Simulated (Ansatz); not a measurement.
# TlSb4F13: checks on the settings of a gradient run

More tests of how the quadrupolar parameters of TlSb4F13 respond to changes of cell, atoms or settings. The cell is a COD entry. Its positions were relaxed in an earlier run. Planned: a check of accuracy; a check of width with kind.

Program: Ansatz 0.2.0. Level of theory: DFT, PBE, plane-wave PAW, default files, scalar-relativistic, as far as a step names no other. These are calculated values, not measurements.

1 further run of the same task is left out (it didn't finish).

### 1 Starting point

It takes space group I4/m (No. 87, tetragonal). The conventional cell has a = 9.637 Å, b = 9.637 Å, c = 6.584 Å, α = 90.00°, β = 90.00°, γ = 90.00°. Tl (site symmetry 4/m) is surrounded by 10 F at 2.93 to 3.29 Å. Sb (site symmetry m) has 4 F at 1.97 to 2.67 Å as nearest neighbours. F (site symmetry 4/m) is surrounded by 4 Sb at 2.67 Å and 8 F at 2.71 Å and 2 Tl at 3.29 Å. Around F (site symmetry m) lie 1 Sb at 1.99 Å. Around F (site symmetry 1) lie 1 Sb at 1.97 Å.

Structure file:

```
Tl Sb F
1.0
    -4.81850    4.81850    3.29200
     4.81850   -4.81850    3.29200
     4.81850    4.81850   -3.29200
Tl Sb F
1 4 13
Direct
  0.50000 0.50000 0.00000
  0.00656 0.27747 0.28403
  0.27747 0.99344 0.27090
  0.99344 0.72253 0.71597
  0.72253 0.00656 0.72910
  0.00000 0.00000 0.00000
  0.56101 0.87720 0.43821
  0.87720 0.43899 0.31619
  0.43899 0.12280 0.56179
  0.12280 0.56101 0.68381
  0.43020 0.33406 0.32198
  0.33406 0.01208 0.90386
  0.01208 0.10822 0.67802
  0.10822 0.43020 0.09614
  0.56980 0.66594 0.67802
  0.66594 0.98792 0.09614
  0.98792 0.89178 0.32198
  0.89178 0.56980 0.90386
```

The earlier run gave: gap on the mesh 4.81 eV, largest force 0.004 eV/Å, pressure 1.7 GPa.

Like atoms gathered into sites:

```tsv
site	atoms	first shell	V_zz (10²¹ V/m²)	η	C_Q (MHz)
Tl	1	14 F at 2.93–3.68 Å	-4.10	0.00	–
Sb	2, 3, 4, 5	3 F at 1.97–1.99 Å	-31.8	0.15	418 (¹²¹Sb)
F6	6	4 Sb at 2.67 Å, 8 F at 2.71 Å	-7.32	0.00	–
F7	7, 8, 9, 10	1 Sb at 1.99 Å	10.67	0.23	–
F11	11, 12, 13, 14, …	1 Sb at 1.97 Å; also 1 Sb at 2.91 Å, 1 Tl at 2.93 Å	11.64	0.23	–
```

Conventions: |V_zz| ≥ |V_yy| ≥ |V_xx|, η = (V_xx − V_yy)/V_zz, C_Q = eQV_zz/h. Q values from Pyykkö, Mol. Phys. 116, 1328 (2018). A dash under C_Q marks elements without a common quadrupolar isotope.

### 2 A check on settings: accuracy = medium

The input, input.yaml:

```yaml
crystal:
  lattice:
    - [-4.8185, 4.8185, 3.292]
    - [4.8185, -4.8185, 3.292]
    - [4.8185, 4.8185, -3.292]
  atoms:
    - { symbol: Tl, position: [0.5, 0.5, 0.0] }
    - { symbol: Sb, position: [0.0065638355, 0.2774686348, 0.2840324703] }
    - { symbol: Sb, position: [0.2774686348, 0.9934361645, 0.2709047993] }
    - { symbol: Sb, position: [0.9934361645, 0.7225313652, 0.7159675297] }
    - { symbol: Sb, position: [0.7225313652, 0.0065638355, 0.7290952007] }
    - { symbol: F, position: [0.0, 0.0, 0.0] }
    - { symbol: F, position: [0.5610104561, 0.8771991453, 0.4382096015] }
    - { symbol: F, position: [0.8771991453, 0.4389895439, 0.3161886892] }
    - { symbol: F, position: [0.4389895439, 0.1228008547, 0.5617903985] }
    - { symbol: F, position: [0.1228008547, 0.5610104561, 0.6838113108] }
    - { symbol: F, position: [0.4301993483, 0.3340640121, 0.3219797287] }
    - { symbol: F, position: [0.3340640121, 0.0120842833, 0.9038646638] }
    - { symbol: F, position: [0.0120842833, 0.1082196195, 0.6780202713] }
    - { symbol: F, position: [0.1082196195, 0.4301993483, 0.0961353362] }
    - { symbol: F, position: [0.5698006517, 0.6659359879, 0.6780202713] }
    - { symbol: F, position: [0.6659359879, 0.9879157167, 0.0961353362] }
    - { symbol: F, position: [0.9879157167, 0.8917803805, 0.3219797287] }
    - { symbol: F, position: [0.8917803805, 0.5698006517, 0.9038646638] }
kpoints:
  mp_grid: { grid: [4, 4, 4] }
scf:
  occupations: { method: fermi_dirac, width: 0.02 }
hamiltonian:
  xc: pbe
  pseudopotentials: { kind: paw }
output:
  forces: true
  stress: true
  populations: true
  efg: { quadrupole_moments_barn: { Sb: -0.543 }, contact_densities: true }
  write_density: true
  write_potential: true
  elf: true
  volumetric_format: npy
accuracy: medium
```

On the command line:

```bash
> ansatz run input.yaml --threads 1 --pin off --max-ram 3072MiB --backend cpu --events-out ev --progress --plain --runs-dir out
```

What it wrote:

```text
Warning: RAYON_NUM_THREADS=1 ignored (pool sized by the plan → 1); use --threads N
Sb, Tl: output.efg is read without spin–orbit coupling, which moves field gradients at and beside such atoms by some per cent and up to a factor of two; PAW files take it under magnetization.noncollinear and magnetization.spin_orbit
Engine: ansatz 0.2.0, aarch64-unknown-linux-gnu
Pseudopotentials: kind: paw
Pseudopotential: Tl, paw, valence charge 13, recommended cutoff 420 eV (normal), Tl.paw.azcp
Pseudopotential: Sb, paw, valence charge 15, recommended cutoff 420 eV (normal), Sb.paw.azcp
Pseudopotential: F, paw, valence charge 7, recommended cutoff 420 eV (normal), F.paw.azcp
Functional definition: PBE
  parameter kappa = 0.804
  parameter beta = 0.06672455060314922
  exchange = pbe_x(kappa = kappa, mu = beta*pi^2/3)
  correlation = pbe_c(beta = beta)
Crystal: 18 atoms, lattice volume = 305.734 Å³
Basis set: ecut = 420 eV, 6007 PW (Γ), exchange–correlation on 108×108×108 points (8 copies of the dense FFT grid, shifted against one another)
Bands: 100, of which v1, the nominal top of the filled ones, is band 82 counted from 1 (81 counted from 0)
Symmetry: 8 space group operations
Space group: I4/m (ITA 87), of the structure as read, at distance tolerance 6.7e-5 Å
k-points: 14 of 64
Non-local potential: Tl, projectors of the file, l = 0: 2, l = 1: 2, l = 2: 2, l = 3: 1
Non-local potential: Sb, projectors of the file, l = 0: 2, l = 1: 2, l = 2: 2, l = 3: 2
Non-local potential: F, projectors of the file, l = 0: 2, l = 1: 2, l = 2: 1
PAW form: soft (Blöchl's): semilocal exchange-correlation on the pseudo side does not see the compensation charge
PAW one-centre angular grid: Tl, 590 points (default); XC on 64 Gauss nodes
PAW one-centre angular grid: Sb, 590 points (default); XC on 64 Gauss nodes
PAW one-centre angular grid: F, 110 points (default); XC on 64 Gauss nodes
Initial density: superposition of atomic densities (neutral atoms: chi_scale 0, normalization atom), corrected by the library's trained network
Initial wavefunctions: pseudopotential atomic-orbital guess
Functional: x = pbe(κ = 0.804, μ = 0.2195149727645171), c = pbe(β = 0.06672455060314922)
SCF iter   1: F=—  HF=-47894.440416 eV  |F-HF|=—  |Δ(HF+E_count)|=         —  Δρ=2.45e-3  dr2=1.45e-2  ethr=1.77e-3  ⟨swp⟩=6.0  Hψ=5678  notcnv=0  defer=27
preconditioner: auto → Resta (q_TF=auto, 2.459 Å⁻¹)  ε∞=3.0  [insulator: Δε(μ)=4.829 eV  Ē_g=19.349 eV  σ=0.020 eV  W_gap=1.00  n_scr=70 (ndim 8)  ℏωp=27.2 eV  f_vac=0.129  D(μ)=0.00/eV (n_scr^D=0)  ε∞_Penn≈3.0]
SCF iter   2: F=—  HF=-47894.437922 eV  |F-HF|=—  |Δ(HF+E_count)|=   2.49e-3  Δρ=1.25e-3  dr2=3.91e-3  ethr=8.87e-6  ⟨swp⟩=2.0  Hψ=2850  notcnv=0  defer=160
SCF iter   3: F=—  HF=-47894.437961 eV  |F-HF|=—  |Δ(HF+E_count)|=   3.88e-5  Δρ=5.88e-4  dr2=1.40e-3  ethr=2.39e-6  ⟨swp⟩=2.0  Hψ=2000  notcnv=0  defer=160
SCF iter   4: F=—  HF=-47894.437911 eV  |F-HF|=—  |Δ(HF+E_count)|=   4.98e-5  Δρ=3.08e-4  dr2=2.14e-4  ethr=8.51e-7  ⟨swp⟩=2.0  Hψ=2002  notcnv=0  defer=160
SCF iter   5: F=—  HF=-47894.437863 eV  |F-HF|=—  |Δ(HF+E_count)|=   4.77e-5  Δρ=9.41e-5  dr2=1.86e-5  ethr=1.31e-7  ⟨swp⟩=2.0  Hψ=2275  notcnv=0  defer=160
SCF iter   6: F=—  HF=-47894.438044 eV  |F-HF|=—  |Δ(HF+E_count)|=   1.81e-4  Δρ=6.28e-5  dr2=7.37e-6  ethr=1.13e-8  ⟨swp⟩=2.0  Hψ=2407  notcnv=0  defer=160
SCF iter   7: F=—  HF=-47894.438043 eV  |F-HF|=—  |Δ(HF+E_count)|=   1.18e-6  Δρ=1.12e-5  dr2=2.73e-7  ethr=4.49e-9  ⟨swp⟩=2.0  Hψ=2108  notcnv=0  defer=160
SCF iter   8: F=-47894.438043 eV  HF=-47894.438043 eV  |F-HF|=9.98e-9  |Δ(HF+E_count)|=   3.50e-7  Δρ=3.57e-6  dr2=3.19e-8  ethr=6.10e-11  ⟨swp⟩=17.0  Hψ=11012  notcnv=0
SCF 1 converged in 8 iterations: F = -47894.438043 eV  dr2 = 3.19e-8
SCF converged after 8 iterations
Free energy (F): -47894.438043 eV
Harris-Foulkes:  -47894.438043 eV  (|F-HF|=9.98e-9)
Internal energy: -47894.438043 eV  (E = F + TS)
E sigma→0 (E₀):  -47894.438043 eV
Fermi energy:    5.447789 eV
--- Per-component energies (eV) ---
  E_band       = -1470.735739
  E_kinetic    = 3834.294594
  E_local      = -16520.271319  (includes V_loc(G=0)·N_el)
  E_nonlocal   = 2721.755241
  E_hartree    = 6721.153379
  E_xc         = -1818.484000
  E_vxc        = -1850.618201  (∫ρ·V_xc dr)
  E_paw        = -31065.761190  (= ΣΔE_a)
  E_vpaw       = -3098.231995  (= ΣTr[D̂ρ^β])
  E_aug_tail   = 0.026741  (compensation charges beyond the density's cutoff)
  E_ewald      = -11767.151489
  E_smearing   = -0.000000  (= −TS)
  E_closure    = -0.000000  (closes the sum)
  Σ components = -47894.438043   (vs F -47894.438043, Δ=0.00e0)
--- Forces (eV/Å), atoms counted from 1 ---
  atom   1  Tl     0.00000000     0.00000000    -0.00000000
  atom   2  Sb    -0.00189640     0.00118465     0.00000000
  atom   3  Sb    -0.00118465    -0.00189640    -0.00000000
  atom   4  Sb     0.00189640    -0.00118465    -0.00000000
  atom   5  Sb     0.00118465     0.00189640     0.00000000
  atom   6  F      0.00000000     0.00000000    -0.00000000
  atom   7  F     -0.00331807    -0.00116625     0.00000000
  atom   8  F      0.00116625    -0.00331807    -0.00000000
  atom   9  F      0.00331807     0.00116625    -0.00000000
  atom  10  F     -0.00116625     0.00331807     0.00000000
  atom  11  F      0.00086561     0.00021946     0.00032827
  atom  12  F     -0.00021946     0.00086561     0.00032827
  atom  13  F     -0.00086561    -0.00021946     0.00032827
  atom  14  F      0.00021946    -0.00086561     0.00032827
  atom  15  F     -0.00086561    -0.00021946    -0.00032827
  atom  16  F      0.00021946    -0.00086561    -0.00032827
  atom  17  F      0.00086561     0.00021946    -0.00032827
  atom  18  F     -0.00021946     0.00086561    -0.00032827
  max |Σ_I F_I| component: 1.19e-18 eV/Å
--- Stress (GPa, compression-positive) ---
        2.079678      -0.000000      -0.000000
        0.000000       2.079678       0.000000
       -0.000000       0.000000       0.989831
  P = ⅓ Tr σ = 1.7164 GPa (17.164 kbar)
--- PAW observables at the nuclei: V_zz in 10²¹ V/m², potentials from the cell's mean, atoms counted from 1 ---
  atom   1  Tl V_zz =    -4.101498   η = 0.0000   by run symmetry: allowed
            electrostatic potential = -17128.568998 V   contact ρ = 15284131.806456 e/Å³
  atom   2  Sb V_zz =   -31.807561   η = 0.1515   by run symmetry: allowed   C_q = +417.6231 MHz
            electrostatic potential = -8403.377336 V   contact ρ = 1350186.042737 e/Å³
  atom   3  Sb V_zz =   -31.807561   η = 0.1515   by run symmetry: allowed   C_q = +417.6231 MHz
            electrostatic potential = -8403.377336 V   contact ρ = 1350186.042737 e/Å³
  atom   4  Sb V_zz =   -31.807561   η = 0.1515   by run symmetry: allowed   C_q = +417.6231 MHz
            electrostatic potential = -8403.377336 V   contact ρ = 1350186.042737 e/Å³
  atom   5  Sb V_zz =   -31.807561   η = 0.1515   by run symmetry: allowed   C_q = +417.6231 MHz
            electrostatic potential = -8403.377336 V   contact ρ = 1350186.042737 e/Å³
  atom   6  F  V_zz =    -7.316137   η = 0.0000   by run symmetry: allowed
            electrostatic potential = -738.269362 V   contact ρ = 3128.646621 e/Å³
  atom   7  F  V_zz =   +10.672697   η = 0.2265   by run symmetry: allowed
            electrostatic potential = -737.387966 V   contact ρ = 3129.040846 e/Å³
  atom   8  F  V_zz =   +10.672697   η = 0.2265   by run symmetry: allowed
            electrostatic potential = -737.387966 V   contact ρ = 3129.040846 e/Å³
  atom   9  F  V_zz =   +10.672697   η = 0.2265   by run symmetry: allowed
            electrostatic potential = -737.387966 V   contact ρ = 3129.040846 e/Å³
  atom  10  F  V_zz =   +10.672697   η = 0.2265   by run symmetry: allowed
            electrostatic potential = -737.387966 V   contact ρ = 3129.040846 e/Å³
  atom  11  F  V_zz =   +11.641736   η = 0.2266   by run symmetry: allowed
            electrostatic potential = -737.149450 V   contact ρ = 3129.259889 e/Å³
  atom  12  F  V_zz =   +11.641736   η = 0.2266   by run symmetry: allowed
            electrostatic potential = -737.149450 V   contact ρ = 3129.259889 e/Å³
  atom  13  F  V_zz =   +11.641736   η = 0.2266   by run symmetry: allowed
            electrostatic potential = -737.149450 V   contact ρ = 3129.259889 e/Å³
  atom  14  F  V_zz =   +11.641736   η = 0.2266   by run symmetry: allowed
            electrostatic potential = -737.149450 V   contact ρ = 3129.259889 e/Å³
  atom  15  F  V_zz =   +11.641736   η = 0.2266   by run symmetry: allowed
            electrostatic potential = -737.149450 V   contact ρ = 3129.259889 e/Å³
  atom  16  F  V_zz =   +11.641736   η = 0.2266   by run symmetry: allowed
            electrostatic potential = -737.149450 V   contact ρ = 3129.259889 e/Å³
  atom  17  F  V_zz =   +11.641736   η = 0.2266   by run symmetry: allowed
            electrostatic potential = -737.149450 V   contact ρ = 3129.259889 e/Å³
  atom  18  F  V_zz =   +11.641736   η = 0.2266   by run symmetry: allowed
            electrostatic potential = -737.149450 V   contact ρ = 3129.259889 e/Å³
--- Band table (eV; the first three rows and the last of 14) ---
  k-point 0: bands = ["-24.6661", "-24.6653", "-24.6653", "-24.6633", "-24.6572", "-24.6473", "-24.6468", "-24.6468", "-24.4985", "-24.4960", "-24.4960", "-24.4937", "-24.4930", "-24.4922", "-24.4922", "-24.4853", "-24.4112", "-24.4074", "-24.4074", "-24.4054", "-18.7845", "-18.5738", "-18.5305", "-18.5305", "-18.0360", "-18.0360", "-17.9900", "-17.9084", "-17.8298", "-17.8153", "-17.6383", "-17.6383", "-16.6857", "-4.7508", "-4.6942", "-4.6896", "-4.6896", "-4.6665", "-4.4678", "-4.4678", "-4.2606", "-4.0249", "-1.2436", "-0.9012", "-0.9012", "-0.8102", "-0.8102", "-0.6163", "-0.5440", "-0.4311", "-0.3900", "-0.3900", "-0.3426", "-0.3350", "0.2254", "0.4164", "0.4405", "0.4405", "0.4527", "0.4857", "0.5523", "0.7972", "0.7972", "0.9043", "0.9080", "0.9080", "1.0150", "1.1846", "1.2228", "1.2798", "1.4617", "1.5067", "1.5067", "1.6687", "1.6687", "2.0231", "2.0231", "2.4414", "2.6789", "2.8903", "2.9041", "2.9041", "8.0592", "8.5301", "8.6408", "8.6408", "8.8615", "8.9662", "8.9662", "9.0964", "9.4292", "10.0307", "10.0307", "10.9004", "10.9004", "11.0341", "11.3746", "14.0222", "14.3125", "14.8035"]
  k-point 1: bands = ["-24.6664", "-24.6653", "-24.6649", "-24.6634", "-24.6558", "-24.6496", "-24.6484", "-24.6444", "-24.4984", "-24.4961", "-24.4960", "-24.4949", "-24.4935", "-24.4913", "-24.4902", "-24.4864", "-24.4109", "-24.4077", "-24.4077", "-24.4051", "-18.7555", "-18.6023", "-18.5525", "-18.5186", "-18.0491", "-18.0365", "-17.9700", "-17.9148", "-17.8238", "-17.8085", "-17.6504", "-17.6300", "-16.6852", "-4.7620", "-4.6959", "-4.6900", "-4.6894", "-4.6673", "-4.4403", "-4.4046", "-4.2641", "-4.0752", "-1.1910", "-0.9791", "-0.8868", "-0.8568", "-0.7547", "-0.6328", "-0.5986", "-0.5289", "-0.4568", "-0.4397", "-0.3435", "-0.2112", "0.1625", "0.3490", "0.3785", "0.4431", "0.5512", "0.5592", "0.6302", "0.6632", "0.8439", "0.8459", "0.8735", "0.9299", "1.0763", "1.1308", "1.2918", "1.3629", "1.4910", "1.5558", "1.5630", "1.6515", "1.7216", "1.9959", "2.0945", "2.4358", "2.7091", "2.7571", "2.8762", "2.9626", "8.0977", "8.2407", "8.5608", "8.7462", "8.9565", "8.9749", "8.9865", "9.2686", "9.3771", "9.7589", "10.1606", "10.7548", "11.0294", "11.0452", "11.3784", "14.4439", "14.4955", "14.5165"]
  k-point 2: bands = ["-24.6666", "-24.6653", "-24.6647", "-24.6636", "-24.6528", "-24.6517", "-24.6505", "-24.6432", "-24.4983", "-24.4963", "-24.4959", "-24.4957", "-24.4933", "-24.4893", "-24.4891", "-24.4887", "-24.4106", "-24.4080", "-24.4079", "-24.4049", "-18.6881", "-18.6731", "-18.5667", "-18.5100", "-18.0579", "-18.0370", "-17.9482", "-17.9272", "-17.8315", "-17.7842", "-17.6661", "-17.6223", "-16.6847", "-4.7727", "-4.6961", "-4.6904", "-4.6893", "-4.6670", "-4.4130", "-4.3012", "-4.2770", "-4.1597", "-1.0772", "-1.0591", "-1.0226", "-0.7567", "-0.7086", "-0.6772", "-0.6493", "-0.5886", "-0.5042", "-0.4540", "-0.3037", "-0.2427", "0.1223", "0.2455", "0.2943", "0.4389", "0.5834", "0.6561", "0.6742", "0.8096", "0.8322", "0.8675", "0.9060", "0.9510", "0.9808", "1.1175", "1.3061", "1.3357", "1.4326", "1.5591", "1.5863", "1.7601", "1.7984", "1.9699", "2.2915", "2.4309", "2.6540", "2.7533", "2.7694", "2.9727", "8.1116", "8.3880", "8.4094", "8.5089", "8.9286", "8.9801", "9.1502", "9.2727", "9.4171", "9.5344", "10.2883", "10.8018", "11.0588", "11.1044", "11.3260", "14.2433", "14.3308", "14.7133"]
  k-point 13: bands = ["-24.6672", "-24.6646", "-24.6646", "-24.6641", "-24.6549", "-24.6494", "-24.6470", "-24.6470", "-24.4987", "-24.4957", "-24.4957", "-24.4934", "-24.4932", "-24.4921", "-24.4921", "-24.4852", "-24.4110", "-24.4074", "-24.4074", "-24.4055", "-18.6225", "-18.6172", "-18.6172", "-18.5933", "-18.0927", "-17.9797", "-17.9490", "-17.9490", "-17.8634", "-17.7536", "-17.6377", "-17.6377", "-16.6842", "-4.7380", "-4.6930", "-4.6901", "-4.6901", "-4.6645", "-4.4604", "-4.4604", "-4.0873", "-4.0705", "-1.1074", "-1.1074", "-1.0338", "-0.8686", "-0.8012", "-0.7519", "-0.7442", "-0.7442", "-0.7159", "-0.2701", "-0.1302", "-0.1302", "-0.0796", "0.4901", "0.5216", "0.5216", "0.5346", "0.5359", "0.6090", "0.6090", "0.7072", "0.8646", "0.9788", "1.1286", "1.1286", "1.1355", "1.2625", "1.3941", "1.4772", "1.4772", "1.6063", "1.6063", "1.8705", "1.8705", "2.4115", "2.5918", "2.7963", "2.8178", "2.8178", "2.8988", "7.8603", "8.0132", "8.0732", "8.7231", "8.7231", "8.9277", "8.9277", "9.6869", "9.6869", "9.7256", "10.3883", "10.9812", "11.0365", "11.2218", "11.2218", "14.1238", "14.2440", "14.6978"]
--- Löwdin populations: 18 sites ---
  site symbol       q [e]
     0     Tl     12.4841
     1     Sb     13.2905
     2     Sb     13.2905
     3     Sb     13.2905
     4     Sb     13.2905
     5      F      7.5786
     6      F      7.5368
     7      F      7.5368
     8      F      7.5368
     9      F      7.5368
    10      F      7.4986
    11      F      7.4986
    12      F      7.4986
    13      F      7.4986
    14      F      7.4986
    15      F      7.4986
    16      F      7.4986
    17      F      7.4986
  spilling = 0.003898 (of n_electrons = 164.000000)
```

Run time: 39 s. Hardware: 1 thread of Arm Neoverse V2, shared host; peak memory 0.78 GiB.

State: gap on the mesh 4.81 eV, largest force 0.004 eV/Å, pressure 1.7 GPa.

What changed since step 1 (V_zz in 10²¹ V/m²):

| site | atoms | V_zz, PBE relaxed | V_zz, accuracy medium | η, PBE relaxed | η, accuracy medium |
| --- | --- | --- | --- | --- | --- |
| Tl | 1 | -4.10 | -4.10 | 0.00 | 0.00 |
| Sb | 2, 3, 4, … | -31.8 | -31.8 | 0.15 | 0.15 |
| F6 | 6 | -7.32 | -7.32 | 0.00 | 0.00 |
| F7 | 7, 8, 9, … | 10.67 | 10.67 | 0.23 | 0.23 |
| F11 | 11, 12, 13, … | 11.64 | 11.64 | 0.23 | 0.23 |

The sizes of the gradients above 0.15 moved by less than 0.1 % at any site. The free energy stayed within 0.1 meV/atom.

The maps below are laid out on this run's own conventional cell (a, b, c = 9.637, 9.637, 6.584 Å).

Density in a lattice plane of the grid's cell (edges 9.64 and 9.64 Å, at 0.000 of the third edge), which holds Tl and Sb and F.

Ten even steps from '0' (0.01 e/Å³) to '9' (20.20 e/Å³):
```
200000231000000002100000
000000000000043000000000
000000000000033000000000
000000000000000000000000
720000000000000000000003
820000000000000000000004
100000000000000000000000
001310000000000000000000
002620000001210000000000
000100000002420000000100
000000000001210000002620
000000000000000000001310
100000000000000000000000
840000000000000000000002
730000000000000000000002
000000000000000000000000
000000000033000000000000
000000000034000000000000
200000120000000013200000
620001792000000029710002
```
Columns run along the first of these edges and rows up along the second, over one cell in 24 and 20 even steps from the bottom left corner. Atoms in the plane (fractional): Tl at (0.50, 0.50), Sb at (0.28, 0.99), Sb at (0.99, 0.72), Sb at (0.72, 0.01), Sb at (0.01, 0.28), F at (0.00, 0.00), F at (0.88, 0.44), F at (0.44, 0.12), F at (0.12, 0.56), F at (0.56, 0.88).

ELF in the same plane.

Ten even steps from '0' (0.00) to '9' (0.83):
```
996144103510688321131069
531036667704987921110013
110003899304988930000022
331000121001699720000564
012100000000022100006850
002100000000000000018840
224663000012332000005964
259898200345554200000133
189698201453135410002320
049995002450405420059994
102320001453135410289698
233100000245554300289895
246950000023321000036642
004881000000000000000120
005860000122000000000121
346500002799610012100013
122000003988940399830001
531001112978940776663013
996013112388601530144169
598122001321012310022189
```
Columns run along the first of these edges and rows up along the second, over one cell in 24 and 20 even steps from the bottom left corner. Atoms in the plane (fractional): Tl at (0.50, 0.50), Sb at (0.28, 0.99), Sb at (0.99, 0.72), Sb at (0.72, 0.01), Sb at (0.01, 0.28), F at (0.00, 0.00), F at (0.88, 0.44), F at (0.44, 0.12), F at (0.12, 0.56), F at (0.56, 0.88).

Both are smooth fields of the valence electrons: close to the nuclei they are not physical.

The highest ELF values outside the cores: 0.84 beside F, off the lines to its neighbours, 0.6 Å from F; 0.83 in the shell around F, 0.6 Å from F; 0.83 beside Sb, off the lines to its neighbours, 1.4 Å from Sb.

[end of part 1 of 2]
